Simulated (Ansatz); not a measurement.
# In2Au: the cost of one run

Method: DFT r2SCAN, scalar-relativistic, plane waves, PAW, in Ansatz 0.2.0.

1 further run of the same task is left out (set aside as unsound or not needed).

## Step 1: The starting structure

Symmetry: Fm-3m, No. 225, cubic system. The conventional cell has a = 6.570 Å, b = 6.570 Å, c = 6.570 Å, α = 90.00°, β = 90.00°, γ = 90.00°. In (site symmetry -43m) is surrounded by 4 Au at 2.84 Å. Au (site symmetry m-3m) is surrounded by 8 In at 2.84 Å.

Coordinates:

```cif
data_structure
_symmetry_space_group_name_H-M 'P 1'
_symmetry_Int_Tables_number 1
_cell_length_a 4.6454
_cell_length_b 4.6454
_cell_length_c 4.6454
_cell_angle_alpha 60.000
_cell_angle_beta 60.000
_cell_angle_gamma 60.000
_cell_volume 70.88
loop_
_atom_site_label
_atom_site_type_symbol
_atom_site_fract_x
_atom_site_fract_y
_atom_site_fract_z
_atom_site_occupancy
In1 In 0.25000 0.25000 0.25000 1
In2 In 0.75000 0.75000 0.75000 1
Au1 Au 0.00000 0.00000 0.00000 1
```

It is the result of an earlier relaxation at this level (volume 23.63 Å³/atom; gap on the mesh: none (metal)).

## Step 2: Bands, states and charges

Contents of input.yaml:

```yaml
crystal:
  lattice:
    - [0.0, 3.2847601711, 3.2847601711]
    - [3.2847601711, 0.0, 3.2847601711]
    - [3.2847601711, 3.2847601711, 0.0]
  atoms:
    - { symbol: In, position: [0.25, 0.25, 0.25] }
    - { symbol: In, position: [0.75, 0.75, 0.75] }
    - { symbol: Au, position: [0.0, 0.0, 0.0] }
basis:
  ecutwfc: 500
kpoints:
  mp_grid: { grid: [12, 12, 12] }
  band_path:
    path:
      - [[0.0, 0.0, 0.0], [0.5, 0.0, 0.5], [0.625, 0.25, 0.625]]
      - [[0.375, 0.375, 0.75], [0.0, 0.0, 0.0], [0.5, 0.5, 0.5], [0.5, 0.25, 0.75], [0.5, 0.0, 0.5]]
    npoints: 14
hamiltonian:
  xc: r2scan
scf:
  occupations: { method: gaussian, width: 0.1 }
  n_extra_bands: 7
output:
  forces: true
  stress: true
  eigenvalues: true
  populations: true
  dos: { projected: true, de: 0.02, nscf_kmesh: { grid: [18, 18, 18] } }
  bader: true
  write_density: true
  write_potential: true
  elf: true
  volumetric_format: npy
```

On the command line:

```console
$ ansatz run input.yaml --threads 1 --pin off --max-ram 2560MiB --backend cpu --events-out ev --progress --plain --runs-dir out
```

What time and memory should one allow on 1 thread of Arm Neoverse V1, shared host?

About 82 s, with a peak of 0.68 GiB.
